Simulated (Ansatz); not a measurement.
# CH3AlO2S: the cost of one run

All numbers below are computed with Ansatz 0.2.0 (RKS CAM-B3LYP-D4/cc-pVDZ).

## (1) The system as given

Bond lengths: O1–C2 1.286 Å, C2–S3 1.790 Å, C2–Al4 1.923 Å, Al4–O5 1.875 Å, S3–H6 1.429 Å, Al4–H7 1.598 Å, O5–H8 0.961 Å. Angles: O1–C2–S3 121.1°, O1–C2–Al4 119.2°, S3–C2–Al4 119.6°, C2–S3–H6 92.4°, C2–Al4–O5 120.5°, C2–Al4–H7 121.5°, O5–Al4–H7 117.8°, Al4–O5–H8 105.7°.

As a file:

```xyz
8

O     1.5908   -1.1502    1.2440
C     0.7458   -0.2813    0.8133
S     0.5613    1.3072    1.6169
Al   -0.2858   -0.6753   -0.7607
O    -1.5491    0.5530   -1.4019
H     1.5800    1.9009    0.8092
H    -0.2009   -2.0998   -1.4791
H    -2.3500    0.3884   -0.8975
```

## (2) Relaxing end A

input.yaml reads:

```yaml
crystal:
  periodic: [false, false, false]
  atoms:
    - { symbol: O, position_ang: [1.5908, -1.1502, 1.244] }
    - { symbol: C, position_ang: [0.7458, -0.2813, 0.8133] }
    - { symbol: S, position_ang: [0.5613, 1.3072, 1.6169] }
    - { symbol: Al, position_ang: [-0.2858, -0.6753, -0.7607] }
    - { symbol: O, position_ang: [-1.5491, 0.553, -1.4019] }
    - { symbol: H, position_ang: [1.58, 1.9009, 0.8092] }
    - { symbol: H, position_ang: [-0.2009, -2.0998, -1.4791] }
    - { symbol: H, position_ang: [-2.35, 0.3884, -0.8975] }
basis:
  gaussian: { orbitals: cc-pVDZ }
hamiltonian:
  xc: cam_b3lyp
  dispersion: d4
relax:
  f_tol: 0.015
  max_steps: 40
output:
  orbitals: {}
```

Command:

```console
$ ansatz run input.yaml --threads 2 --pin off --max-ram 3072MiB --backend cpu --events-out ev --progress --plain --runs-dir out
```

What time and memory should one allow on 2 threads of Arm Neoverse V1, shared host?

About 80 s, with a peak of 0.23 GiB.
